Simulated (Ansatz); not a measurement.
# C9H15In: small, medium and large basis sets

The task here is to estimate one member of a computed series from the others.

Method: one geometry, several basis sets; program: Ansatz 0.2.0, Gaussian basis.

Levels to be run: PBE0-D4/def2-SVP; ωB97M-V/def2-SVP; PBE0-D4/def2-QZVPP; ωB97M-V/def2-QZVPP; the functionals' def2-TZVPP values are taken from earlier runs.

1 further run of the same task is left out (for a known fault of the program).

**The relaxed structure**

The geometry comes from an earlier relaxation with PBE0-D4 in a triple-zeta def2 set; it is a stationary point, not always the lowest conformer. In takes the def2 core potential; no spin-orbit term is included.

SMILES `C=C[CH2][In]([CH2]C=C)[CH2]C=C`, 25 atoms, charge 0, spin multiplicity 1.

Atoms are counted from 1 here; the program's logs count them from 0.

Bond lengths: C1–C2 1.332 Å, C1–H11 1.086 Å, C1–H12 1.083 Å, C2–C3 1.476 Å, C2–H13 1.090 Å, C3–In4 2.190 Å, C3–H14 1.092 Å, C3–H15 1.093 Å, In4–C5 2.205 Å, In4–C8 2.186 Å, C5–C6 1.469 Å, C5–H16 1.089 Å, C5–H17 1.086 Å, C6–C7 1.346 Å, C6–H18 1.089 Å, C7–H19 1.087 Å, C7–H20 1.082 Å, C8–C9 1.474 Å and more. Angles: C2–C1–H11 121.6°, C2–C1–H12 121.4°, H11–C1–H12 117.1°, C1–C2–C3 126.4°, C1–C2–H13 118.0°, C3–C2–H13 115.6°, C2–C3–In4 109.8°, C2–C3–H14 112.5°, C2–C3–H15 112.1°, In4–C3–H14 106.5°, In4–C3–H15 107.0°, H14–C3–H15 108.8°, C3–In4–C5 116.9°, C3–In4–C8 123.5°, C5–In4–C8 118.4°, In4–C5–C6 87.9°, In4–C5–H16 109.1°, In4–C5–H17 116.3° and more.

Set-up of the first run:

Contents of in.yaml:

```yaml
crystal:
  periodic: [false, false, false]
  atoms:
    - {symbol: C, position_ang: [-0.919234, -3.343032, -1.416321]}
    - {symbol: C, position_ang: [-0.556411, -2.134434, -1.841527]}
    - {symbol: C, position_ang: [0.800120, -1.555766, -1.780871]}
    - {symbol: In, position_ang: [0.947491, -0.191832, -0.074420]}
    - {symbol: C, position_ang: [1.560714, 1.882179, -0.503548]}
    - {symbol: C, position_ang: [0.136871, 2.244424, -0.516522]}
    - {symbol: C, position_ang: [-0.746669, 1.956285, -1.489977]}
    - {symbol: C, position_ang: [0.143510, -0.648782, 1.906538]}
    - {symbol: C, position_ang: [0.176279, 0.544521, 2.771019]}
    - {symbol: C, position_ang: [-0.847722, 1.353099, 3.039197]}
    - {symbol: H, position_ang: [-0.198274, -4.038075, -0.995989]}
    - {symbol: H, position_ang: [-1.947792, -3.676758, -1.476585]}
    - {symbol: H, position_ang: [-1.328546, -1.483072, -2.249988]}
    - {symbol: H, position_ang: [1.042866, -0.968231, -2.668146]}
    - {symbol: H, position_ang: [1.567353, -2.321751, -1.644279]}
    - {symbol: H, position_ang: [2.050473, 1.914358, -1.475293]}
    - {symbol: H, position_ang: [2.144703, 2.380530, 0.263938]}
    - {symbol: H, position_ang: [-0.253113, 2.667141, 0.408541]}
    - {symbol: H, position_ang: [-0.432162, 1.532380, -2.439691]}
    - {symbol: H, position_ang: [-1.796784, 2.194611, -1.379932]}
    - {symbol: H, position_ang: [0.748564, -1.466062, 2.305992]}
    - {symbol: H, position_ang: [-0.869924, -1.021498, 1.742270]}
    - {symbol: H, position_ang: [1.145629, 0.792167, 3.202875]}
    - {symbol: H, position_ang: [-0.727621, 2.224543, 3.671301]}
    - {symbol: H, position_ang: [-1.840310, 1.163067, 2.641418]}
basis:
  gaussian: {orbitals: def2-SVP}
hamiltonian: {xc: pbe0, dispersion: d4}
output: {orbitals: {seedname: orbitals}}
```

The run is started by

```sh
ansatz run in.yaml --threads 4 --pin off --events-out ev --progress --plain --max-ram 46080MiB --backend cpu
```

Among the steps run: PBE0-D4 in def2-SVP; ωB97M-V in def2-SVP; PBE0-D4 in def2-QZVPP; ωB97M-V in def2-QZVPP.

One table of the session follows, with a row left open; its other results are not shown here.

```
functional       basis  HOMO (eV)
   PBE0-D4    def2-SVP      -5.99
   PBE0-D4  def2-TZVPP      -6.03
   PBE0-D4  def2-QZVPP      -6.05
   ωB97M-V    def2-SVP      -8.04
   ωB97M-V  def2-TZVPP          ?
   ωB97M-V  def2-QZVPP      -8.09
```

Estimate the missing values for ωB97M-V, def2-TZVPP.

The run gave: HOMO (eV): -8.08. In the column «HOMO (eV)» it lies between ωB97M-V, def2-QZVPP (-8.09) and ωB97M-V, def2-SVP (-8.04).
